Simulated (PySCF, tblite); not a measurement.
# B₁₆N₁₆H₂₀: electronic excitations, NMR shifts, part 2 of 2

tblite 0.8.0 and PySCF 2.14.0. Atoms count from 0. The steps go on from the part before.

## (4) NMR shifts: GIAO KT3/pcSseg-1

What the job is given:

```
{"job": {"kind": "nmr", "xc": "KT3", "basis": "pcSseg-1", "pop": false}, "charge": 0, "multiplicity": 1}
B      3.411171     0.358395     0.278421
N      3.153864     1.770375     0.143604
B      2.862003     2.344589    -1.149001
N      1.765893     3.216478    -1.272968
B      2.654338     2.495475     1.289855
N      1.557224     3.356659     1.112352
B      0.895931     3.475495    -0.155693
N     -0.532767     3.566406    -0.300866
B     -1.136171     3.463111    -1.608018
N     -2.245670     2.615489    -1.765472
B     -1.358453     3.218690     0.834640
N     -2.424523     2.296317     0.664175
B     -2.701122     1.807342    -0.666392
N     -3.291777     0.531803    -0.839748
B     -3.026910     1.601264     1.774655
N     -3.527857     0.307134     1.550727
B     -3.410481    -0.357860     0.279468
N     -3.153306    -1.769909     0.145377
B     -2.862460    -2.344449    -1.147293
N     -1.766193    -3.215929    -1.271830
B     -2.653601    -2.494707     1.291678
N     -1.556748    -3.355930     1.113462
B     -0.895938    -3.474728    -0.154856
N      0.532810    -3.565323    -0.300861
B      1.136444    -3.462452    -1.608084
N      2.246521    -2.615408    -1.765521
B      1.358829    -3.217432     0.834454
N      2.425244    -2.295413     0.663942
B      2.701962    -1.806918    -0.666691
N      3.292647    -0.531555    -0.840418
B      3.027330    -1.599938     1.774280
N      3.528481    -0.306017     1.549929
H      3.507982     2.076825    -2.096755
H      1.475471     3.516727    -2.189708
H      3.115097     2.355744     2.362206
H      1.106302     3.745202     1.924308
H     -0.705180     4.049682    -2.533256
H     -2.629075     2.455448    -2.683861
H     -1.116832     3.633042     1.907028
H     -3.355826     0.142934    -1.767354
H     -3.055725     2.081463     2.844365
H     -3.828926    -0.240043     2.340969
H     -3.509489    -2.077264    -2.094444
H     -1.475903    -3.516061    -2.188601
H     -3.113726    -2.354938     2.364185
H     -1.105781    -3.744899     1.925107
H      0.705308    -4.049026    -2.533467
H      2.630038    -2.455756    -2.683959
H      1.116878    -3.631470     1.906970
H      3.356624    -0.142913    -1.768056
H      3.055640    -2.079676     2.844118
H      3.829324     0.241403     2.340045
```

Method: GIAO KT3/pcSseg-1 NMR shielding, non-relativistic, gas phase.

What it wrote:

```text
start: PBE on a coarse grid of 43521 points
cycle   1  E = -1284.6271388274  dE =  5.008e+00  |g| = 1.513e+00  |ddm| = 7.031e+00
cycle   2  E = -1283.5819044137  dE =  1.045e+00  |g| = 2.633e+00  |ddm| = 3.712e+00
cycle   3  E = -1285.1321285170  dE = -1.550e+00  |g| = 2.315e-01  |ddm| = 2.647e+00
cycle   4  E = -1285.1453355356  dE = -1.321e-02  |g| = 8.568e-02  |ddm| = 2.864e-01
cycle   5  E = -1285.1469257896  dE = -1.590e-03  |g| = 3.351e-02  |ddm| = 8.989e-02
cycle   6  E = -1285.1471223697  dE = -1.966e-04  |g| = 1.517e-02  |ddm| = 3.386e-02
cycle   7  E = -1285.1471757359  dE = -5.337e-05  |g| = 2.556e-03  |ddm| = 1.246e-02
final grid: 404350 points
cycle   8  E = -1307.5043556429  dE = -6.469e-02  |g| = 1.728e-01  |ddm| = 6.077e-01
cycle   9  E = -1307.4923681177  dE =  1.199e-02  |g| = 2.914e-01  |ddm| = 3.291e-01
cycle  10  E = -1307.5108690001  dE = -1.850e-02  |g| = 1.655e-02  |ddm| = 2.090e-01
cycle  11  E = -1307.5109282992  dE = -5.930e-05  |g| = 7.157e-03  |ddm| = 2.381e-02
cycle  12  E = -1307.5109423988  dE = -1.410e-05  |g| = 2.775e-03  |ddm| = 6.932e-03
cycle  13  E = -1307.5109431018  dE = -7.030e-07  |g| = 5.547e-04  |ddm| = 2.964e-03
cycle  14  E = -1307.5109401400  dE =  2.962e-06  |g| = 1.766e-04  |ddm| = 6.414e-04
cycle  15  E = -1307.5109438281  dE = -3.688e-06  |g| = 7.978e-05  |ddm| = 2.248e-04
converged SCF energy = -1307.5109438281

GIAO shielding tensors (ppm)
atom      isotropic    diamagn.    paramagn.     s11        s22        s33       span
  0 B       78.256     212.032    -133.776     64.382     68.858    101.529     37.147
  1 N      117.853     348.652    -230.799     26.395     78.311    248.854    222.459
  2 B       75.119     210.666    -135.546     47.819     63.999    113.539     65.720
  3 N      128.764     339.438    -210.674     27.872    146.307    212.113    184.241
  4 B       75.240     209.388    -134.148     49.429     63.760    112.531     63.101
  5 N      133.041     339.828    -206.787     34.147    147.117    217.858    183.712
  6 B       79.980     211.649    -131.669     64.510     71.268    104.162     39.652
  7 N      116.380     350.359    -233.979     27.261     73.512    248.366    221.104
  8 B       74.570     209.384    -134.813     47.215     64.613    111.883     64.667
  9 N      137.321     336.894    -199.574     36.247    167.134    208.581    172.333
 10 B       71.406     209.604    -138.198     49.511     56.608    108.099     58.588
 11 N      102.736     346.772    -244.036     20.214     35.374    252.620    232.406
 12 B       80.921     215.428    -134.507     59.565     76.492    106.706     47.140
 13 N      151.682     344.104    -192.422     83.008    160.310    211.730    128.722
 14 B       73.358     207.296    -133.938     48.287     64.423    107.363     59.075
 15 N      136.362     337.972    -201.611     36.406    151.871    220.807    184.401
 16 B       78.257     212.023    -133.766     64.382     68.860    101.528     37.146
 17 N      117.864     348.645    -230.781     26.457     78.304    248.830    222.373
 18 B       75.116     210.668    -135.552     47.812     63.990    113.545     65.734
 19 N      128.747     339.446    -210.699     27.837    146.302    212.101    184.265
 20 B       75.256     209.397    -134.141     49.442     63.781    112.546     63.104
 21 N      133.063     339.815    -206.752     34.182    147.108    217.899    183.717
 22 B       79.973     211.650    -131.677     64.516     71.250    104.153     39.637
 23 N      116.331     350.349    -234.018     27.150     73.503    248.338    221.187
 24 B       74.571     209.372    -134.801     47.222     64.616    111.875     64.653
 25 N      137.313     336.893    -199.580     36.235    167.145    208.560    172.325
 26 B       71.401     209.602    -138.202     49.503     56.608    108.091     58.588
 27 N      102.753     346.784    -244.031     20.238     35.386    252.636    232.398
 28 B       80.923     215.430    -134.506     59.570     76.491    106.710     47.141
 29 N      151.706     344.105    -192.399     83.006    160.327    211.785    128.779
 30 B       73.362     207.304    -133.942     48.289     64.426    107.371     59.082
 31 N      136.381     337.979    -201.597     36.428    151.872    220.844    184.415
 32 H       26.921      37.624     -10.703     24.611     27.561     28.591      3.980
 33 H       26.308      40.495     -14.187     22.255     26.581     30.089      7.834
 34 H       26.972      38.395     -11.424     24.109     27.893     28.913      4.804
 35 H       26.149      39.972     -13.823     22.048     26.375     30.024      7.976
 36 H       26.861      36.066      -9.205     24.402     27.913     28.267      3.865
 37 H       26.889      38.022     -11.133     22.847     26.697     31.124      8.277
 38 H       26.682      40.208     -13.525     24.291     26.855     28.902      4.611
 39 H       27.619      46.547     -18.929     22.319     28.838     31.699      9.380
 40 H       27.040      35.700      -8.660     24.583     27.573     28.962      4.379
 41 H       26.309      37.933     -11.624     21.905     26.562     30.460      8.555
 42 H       26.921      37.617     -10.696     24.612     27.560     28.590      3.978
 43 H       26.307      40.501     -14.194     22.256     26.580     30.087      7.831
 44 H       26.973      38.398     -11.425     24.111     27.895     28.912      4.801
 45 H       26.152      39.968     -13.817     22.049     26.376     30.030      7.981
 46 H       26.859      36.060      -9.202     24.399     27.913     28.264      3.865
 47 H       26.888      38.014     -11.126     22.845     26.696     31.124      8.279
 48 H       26.682      40.216     -13.535     24.289     26.852     28.905      4.616
 49 H       27.618      46.546     -18.928     22.318     28.837     31.700      9.383
 50 H       27.041      35.709      -8.668     24.586     27.575     28.963      4.377
 51 H       26.310      37.942     -11.633     21.905     26.562     30.462      8.557
```

Run time: 41 s. Hardware: 2 threads of Intel Xeon 6975P-C, shared host; peak memory 1.4 GiB.

The references, computed at this level on geometries of the same kind, shield at (ppm): ¹H TMS 31.76, ¹⁵N NH3 264.4, ¹¹B BF3·OEt2 100.0. Their shielding less the atom's gives the shift. The references are single molecules in the gas phase, so shifts against H2O, NH3, PH3, H3PO4 or CFCl3 are not on the usual liquid scales and can be off by tens of ppm. Atoms listed in one row are averaged.

```csv
atoms,environment,σ (ppm),δ (ppm)
"H35, H45",hydrogen on a nitrogen bonded to 2 B,26.15,5.61
"H33, H43",hydrogen on a nitrogen bonded to 2 B,26.31,5.45
"H41, H51",hydrogen on a nitrogen bonded to 2 B,26.31,5.45
"H38, H48",hydrogen on a boron bonded to 2 N,26.68,5.08
"H36, H46",hydrogen on a boron bonded to 2 N,26.86,4.90
"H37, H47",hydrogen on a nitrogen bonded to 2 B,26.89,4.87
"H32, H42",hydrogen on a boron bonded to 2 N,26.92,4.84
"H34, H44",hydrogen on a boron bonded to 2 N,26.97,4.79
"H40, H50",hydrogen on a boron bonded to 2 N,27.04,4.72
"H39, H49",hydrogen on a nitrogen bonded to 2 B,27.62,4.14
"B10, B26","boron bonded to 2 N, H",71.4,28.6
"B14, B30","boron bonded to 2 N, H",73.4,26.6
"B8, B24","boron bonded to 2 N, H",74.6,25.4
"B2, B18","boron bonded to 2 N, H",75.1,24.9
"B4, B20","boron bonded to 2 N, H",75.2,24.7
"B0, B16",boron bonded to 3 N,78.3,21.7
"B6, B22",boron bonded to 3 N,80.0,20.0
"B12, B28",boron bonded to 3 N,80.9,19.1
"N11, N27",nitrogen bonded to 3 B,102.7,161.6
"N7, N23",nitrogen bonded to 3 B,116.4,148.0
"N1, N17",nitrogen bonded to 3 B,117.9,146.5
"N3, N19","nitrogen bonded to 2 B, H",128.8,135.6
"N5, N21","nitrogen bonded to 2 B, H",133.1,131.3
"N15, N31","nitrogen bonded to 2 B, H",136.4,128.0
"N9, N25","nitrogen bonded to 2 B, H",137.3,127.1
"N13, N29","nitrogen bonded to 2 B, H",151.7,112.7
```

Ring of atoms B0, N27, B28, N29, B30, N31: NICS(0) -2.3, NICS(1) -2.4, NICS(1)zz -1.7 ppm (means of both faces).

Ring of atoms N1, B2, N3, B4, N5, B6: NICS(0) -2.6, NICS(1) -3.0, NICS(1)zz -3.8 ppm (means of both faces).

Ring of atoms N7, B8, N9, B10, N11, B12: NICS(0) -1.7, NICS(1) -2.7, NICS(1)zz -2.7 ppm (means of both faces).

## (5) What came out

The summary covers parts 1 to 2.

```
                                                                   quantity                                                           value
                                            lowest singlet (B3LYP/def2-SVP)                                     5.37 eV (231 nm), f = 0.000
                                   brightest single state of those computed                                     state 3, 5.82 eV, f = 0.302
                                                             lowest triplet                                                         5.26 eV
                                      surface potential, 1st and 99th percentile                                              -0.59 V and 1.71 V
      ¹H shifts against TMS (KT3/pcSseg-1, means over atoms taken as alike)  5.61, 5.45, 5.45, 5.08, 4.90, 4.87, 4.84, 4.79, 4.72, 4.14 ppm
¹¹B shifts against BF3·OEt2 (KT3/pcSseg-1, means over atoms taken as alike)              28.6, 26.6, 25.4, 24.9, 24.7, 21.7, 20.0, 19.1 ppm
     ¹⁵N shifts against NH3 (KT3/pcSseg-1, means over atoms taken as alike)      161.6, 148.0, 146.5, 135.6, 131.3, 128.0, 127.1, 112.7 ppm
```

In words: The first singlet state (HOMO→LUMO 0.91) lies at 5.37 eV and is dark; of the 6 states computed, the strongest absorption comes from state 3 at 5.82 eV. The lowest triplet lies 0.11 eV below the lowest singlet (triplets in Tamm-Dancoff, singlets in full TDDFT). By nearest atom (B3LYP/def2-SVP), the HOMO sits on 4 N atoms about 10 % each; N13, N29 about 6 % each and the LUMO on 4 B atoms about 7 % each; 4 B atoms about 6 % each.
